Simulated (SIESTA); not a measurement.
Input of a SIESTA 5.4.2 run:

File Ag.fdf:

```
SystemName                      Ag
SystemLabel                     Ag
NumberOfSpecies                 1
NumberOfAtoms                   5
%block ChemicalSpeciesLabel
  1  47 Ag
%endblock ChemicalSpeciesLabel

LatticeConstant                 1.0 Ang
%block LatticeVectors
     2.8893797293     0.0000000000     0.0000000000
    -1.4446898646     2.5022762467     0.0000000000
     0.0000000000     0.0000000000    24.4366746799
%endblock LatticeVectors
AtomicCoordinatesFormat         Ang
%block AtomicCoordinatesAndAtomicSpecies
     1.4446898646     0.8340920822     7.5000000000  1
     0.0000000000     1.6681841645     9.8591686700  1
     0.0000000000     0.0000000000    12.2183373399  1
     1.4446898646     0.8340920822    14.5775060099  1
     0.0000000000     1.6681841645    16.9366746799  1
%endblock AtomicCoordinatesAndAtomicSpecies

%block kgrid.MonkhorstPack
   11   0   0  0.0
    0  11   0  0.0
    0   0   1  0.0
%endblock kgrid.MonkhorstPack
XC.Functional                   LDA
XC.Authors                      PW92
PAO.BasisSize                   DZP
PAO.EnergyShift                 0.003 Ry
Mesh.Cutoff                     800 Ry
OccupationFunction              FD
ElectronicTemperature           0.05 eV
Slab.DipoleCorrection           vacuum
MaxSCFIterations                120
SCF.MustConverge                false
SCF.Mixer.Method                Pulay
SCF.Mixer.Weight                0.25
SCF.Mixer.History               8
SCF.DM.Tolerance                5.0e-05
SCF.H.Tolerance                 1.0e-03 eV
WriteForces                     true
Charge.Mulliken                 end
%block PAO.Basis
  Ag 5
  n=4 0 2
    2.727 0.000
  n=5 0 2
    7.811 0.000
  n=4 1 2
    3.107 0.000
  n=5 1 1
    7.811
  n=4 2 2
    5.129 0.000
%endblock PAO.Basis
```

Potentials or basis: PseudoDojo 0.4 standard (LDA files), DZP (energy shift 0.003 Ry; two zetas on semicore shells).

Run with:

```sh
$ siesta Ag.fdf > Ag.out 2>&1
```

What does it give for the largest force?

0.386 eV/Å.

Estimate the band gap on the k mesh.

none (metal or under the smearing width).

Forces on the atoms (eV/Å):
```
Ag   0.000  0.000  0.386
Ag   0.000  0.000 -0.052
Ag   0.000  0.000  0.000
Ag   0.000  0.000  0.052
Ag   0.000  0.000 -0.386
```

Caveat: the basis of atomic orbitals isn't converged, which shifts pressures, moduli and gaps.
